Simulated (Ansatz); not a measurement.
**B3LYP/6-31G(d) (spherical functions) run of C2H4FNOSi (SMILES C[SiH](F)N=C=O)**

Aim: the energy change on altering one bond length of C2H4FNOSi at B3LYP/6-31G* (spherical functions), from 2 runs. 

Program for the calculation: Ansatz 0.2.0.

88 further runs of the same task are left out: 88 set aside as unsound or not needed. Runs told in other sessions of the task aren't counted.

**1. The system as given**

C2H4FNOSi has 10 atoms, charge 0, and is taken as a singlet. SMILES: `C[SiH](F)N=C=O`. The coordinates come from a PBE0-D4/def2-TZVP relaxation. This is one conformer, not always the lowest.

Bond lengths: C1–Si2 1.842 Å, Si2–F3 1.595 Å, Si2–N4 1.704 Å, N4–C5 1.195 Å, C5–O6 1.163 Å, C1–H7 1.092 Å, C1–H8 1.092 Å, C1–H9 1.093 Å, Si2–H10 1.478 Å. Some angles: C1–Si2–F3 109.5°, C1–Si2–N4 109.7°, F3–Si2–N4 107.8°, Si2–N4–C5 160.7°, N4–C5–O6 177.8°, C1–Si2–H10 113.8°, F3–Si2–H10 107.2°, N4–Si2–H10 108.6°, Si2–C1–H7 110.7°, Si2–C1–H8 110.7°.

**2. The energy at B3LYP/6-31G(d) (spherical functions)**

File run.yaml:

```yaml
crystal:
  periodic: [false, false, false]
  atoms:
    - symbol: C
      position_ang: [-1.318900, -0.731800, 0.573000]
    - symbol: Si
      position_ang: [0.243800, -0.552500, -0.384700]
    - symbol: F
      position_ang: [1.343500, -1.551500, 0.196800]
    - symbol: N
      position_ang: [0.842100, 1.034600, -0.218600]
    - symbol: C
      position_ang: [1.568200, 1.980200, -0.298100]
    - symbol: O
      position_ang: [2.243900, 2.924800, -0.355000]
    - symbol: H
      position_ang: [-1.152000, -0.507500, 1.629000]
    - symbol: H
      position_ang: [-1.705900, -1.750300, 0.493100]
    - symbol: H
      position_ang: [-2.079000, -0.045100, 0.192700]
    - symbol: H
      position_ang: [0.097700, -0.852100, -1.825100]
basis:
  gaussian:
    orbitals: 6-31G_st_-spherical.json
hamiltonian:
  xc: {name: B3LYP}
accuracy: high
output:
  orbitals: {seedname: orbitals}
```

The basis set 6-31G* is read from a file made from the Basis Set Exchange's data (not shown).

The run is started by

```sh
$ ansatz run run.yaml --threads 1 --pin off --max-ram 2610MiB --events-out events.jsonl --progress --plain --runs-dir runs
```

The program printed:

```text
Warning: RAYON_NUM_THREADS=1 ignored (pool sized by the plan → 1); use --threads N
Functional definition: B3LYP
  name "B3LYP"
  parameter a0 = 0.2
  parameter ax = 0.72
  parameter ac = 0.81
  exchange = (1 - a0 - ax)*slater_x + ax*b88_x + a0*exact_x
  correlation = (1 - ac)*vwn_rpa_c + ac*lyp_c
2155 factors; integrals over basis functions are off by at most 8.5e-9 eV
mean field evaluation 1: about -16263.9519 eV, gradient 7.0e1 eV
mean field evaluation 2: about -16256.9036 eV, gradient 9.2e1 eV
mean field evaluation 4: about -16273.2729 eV, gradient 4.1e0 eV
mean field evaluation 8: about -16273.5471 eV, gradient 9.0e-1 eV
mean field evaluation 16: about -16273.5492 eV, gradient 1.6e-4 eV
mean field -16273.54917297 eV, -598.0419014990 hartree, gradient 6.1e-8 eV, S^2 0.000000; 0 other end points of the search recorded, 0 dependent functions left out
reference -16273.54921168 eV, -598.0419029213 hartree; 27, 27 occupied and 69, 69 virtual orbitals, 2155 factors
Total energy: -16273.54921168 eV, -598.0419029213 hartree
```

It took 9.6 s on 1 thread of Arm Neoverse V2, shared host; peak memory 0.35 GiB.

**3. The distorted shape**

File molecule.yaml:

```yaml
basis:
  gaussian:
    orbitals: 6-31G_st_-spherical.json
crystal:
  periodic: [false, false, false]
  atoms:
    - {symbol: C, position_ang: [-1.202805, -0.426263, 0.596969]}
    - {symbol: Si, position_ang: [0.359895, -0.246963, -0.360731]}
    - {symbol: F, position_ang: [1.459595, -1.245963, 0.220769]}
    - {symbol: "N", position_ang: [0.958195, 1.340137, -0.194631]}
    - {symbol: C, position_ang: [1.684295, 2.285737, -0.274131]}
    - {symbol: O, position_ang: [2.359995, 3.230337, -0.331031]}
    - {symbol: H, position_ang: [-1.035905, -0.201963, 1.652969]}
    - {symbol: H, position_ang: [-1.705900, -1.750300, 0.493100]}
    - {symbol: H, position_ang: [-1.962905, 0.260437, 0.216669]}
    - {symbol: H, position_ang: [0.213795, -0.546563, -1.801131]}
hamiltonian:
  xc: {name: B3LYP}
accuracy: high
output:
  orbitals: {seedname: orbitals}
```

The basis set 6-31G* is read from a file made from the Basis Set Exchange's data (not shown).

The run is started by

```sh
$ ansatz run molecule.yaml --threads 1 --pin off --max-ram 2610MiB --events-out events.jsonl --progress --plain --runs-dir runs
```

The program printed (excerpt; [...] marks lines left out):

```text
Warning: RAYON_NUM_THREADS=1 ignored (pool sized by the plan → 1); use --threads N
[... 7 set-up lines as earlier in the session ...]
2157 factors; integrals over basis functions are off by at most 8.5e-9 eV
mean field evaluation 1: about -16263.0934 eV, gradient 6.9e1 eV
mean field evaluation 2: about -16254.6458 eV, gradient 9.4e1 eV
mean field evaluation 4: about -16272.2608 eV, gradient 5.5e0 eV
mean field evaluation 8: about -16272.5536 eV, gradient 9.3e-1 eV
mean field evaluation 16: about -16272.5557 eV, gradient 2.3e-4 eV
mean field -16272.55573504 eV, -598.0053933284 hartree, gradient 6.1e-8 eV, S^2 0.000000; 0 other end points of the search recorded, 0 dependent functions left out
reference -16272.55577459 eV, -598.0053947817 hartree; 27, 27 occupied and 69, 69 virtual orbitals, 2157 factors
Total energy: -16272.55577459 eV, -598.0053947817 hartree
```

Wall time 9.6 s (1 thread of Arm Neoverse V2, shared host); peak memory 0.35 GiB.

**4. Summary of results**

At B3LYP/6-31G* (spherical functions):

| quantity | value |
| --- | --- |
| first shape: total energy | -598.04190 Eh |
| first shape: HOMO energy | -8.23 eV |
| first shape: LUMO energy | 0.37 eV |
| first shape: HOMO–LUMO gap | 8.61 eV |
| distorted shape: total energy | -598.00539 Eh |
| distorted shape: HOMO energy | -8.27 eV |
| distorted shape: LUMO energy | 0.17 eV |
| distorted shape: HOMO–LUMO gap | 8.45 eV |
| energy change with the C1–H8 bond stretched from 1.092 to 1.420 Å | 0.993 eV |

**Reading.** With the C1–H8 bond stretched from 1.092 to 1.420 Å the energy rises by 0.99 eV (22.9 kcal/mol). The first shape isn't relaxed at this level, so the change isn't measured from a minimum.
